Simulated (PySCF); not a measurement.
# C8H14: the cost of one run

Programs: PySCF 2.14.0, with routines of our own; each step states its level. All values are computed. Atoms count from 0.

## Step 1: The system as given

22 atoms, charge -1, multiplicity 2; geometry from: GFN2-xTB.

## Step 2: Open-shell or spin-flip excitations: unrestricted TDDFT BHandHLYP/def2-SVP in tetrahydrofuran

What the job is given:

```
{"job": {"kind": "uabs", "xc": "BHandHLYP", "basis": "def2-SVP", "nstates": 10, "tda": false, "solvent": "tetrahydrofuran", "pol": false}, "charge": -1, "multiplicity": 2}
C      3.252319    -0.226294    -0.133124
C      2.077408    -0.229512     0.720348
C      0.770133     0.169925     0.112519
C     -0.250065     0.584952     1.186462
C     -1.569011     1.061132     0.580851
C     -2.195093    -0.029134    -0.283016
C     -1.221604    -0.460672    -1.375620
C      0.095210    -0.929603    -0.762080
H      3.370903     0.674769    -0.752149
H      4.192128    -0.476847     0.377072
H      1.992205    -1.108882     1.377016
H      0.945749     1.034050    -0.545702
H     -0.439446    -0.269673     1.843417
H      0.180430     1.380077     1.801893
H     -2.271170     1.355569     1.372168
H     -1.381438     1.943501    -0.038861
H     -3.132306     0.330987    -0.727235
H     -2.435910    -0.891610     0.346035
H     -1.676744    -1.256274    -1.981429
H     -1.027939     0.388827    -2.037821
H     -0.084924    -1.810938    -0.139070
H      0.798754    -1.214965    -1.546644
```

With the program's defaults for keys left out, this is: unrestricted TDDFT BHandHLYP/def2-SVP, vertical, IEF-PCM tetrahydrofuran (non-equilibrium linear response), core orbitals frozen in the response.

Run with:

```bash
> OMP_NUM_THREADS=1 python excited_run.py task.json out
```

One launch serves the whole session: the jobs run in the order shown.

Q: Estimate the wall time and peak memory of this first job on 1 thread of Arm Neoverse V2, shared host.

About 62 s, with a peak of 1 GiB.
